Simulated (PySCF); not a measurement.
# CrCu (Cr ... Cu): the cost of one run

Programs: PySCF 2.14.0, with routines of our own; each step states its level. All values are computed. Atoms count from 0.

## (1) The system as given

2 atoms, charge 0, high-spin multiplicity 8; geometry from: GFN2-xTB fragments, placed rigidly.

The system (radical pair): Cr···Cu. The radical centres are 3.25 Å apart; the spin sites are atom 0 (6 unpaired) and atom 1 (1 unpaired).

## (2) Magnetic exchange: CASSCF and SC-NEVPT2/def2-TZVP (7,7)

The job: settings as JSON, then the geometry in Å.

```
{"job": {"kind": "cas", "basis": "def2-TZVP", "active": "magnetic", "zfs": false}, "charge": 0, "high_spin_multiplicity": 8, "spin_sites": [[[0], 6], [[1], 1]]}
Cr     0.000000     0.000000    -1.626000
Cu     0.000000     0.000000     1.626000
```

Level: CASSCF and SC-NEVPT2/def2-TZVP spin states, gas phase.

Started as:

```bash
$ OMP_NUM_THREADS=1 python exch_run.py task.json out
```

The driver reads the jobs from task.json and runs them one after another.

**Question.** How long does this first job take on 1 thread of Arm Neoverse V1, shared host, and how much memory does it need?

About 2.4 s, with a peak of 0.26 GiB.
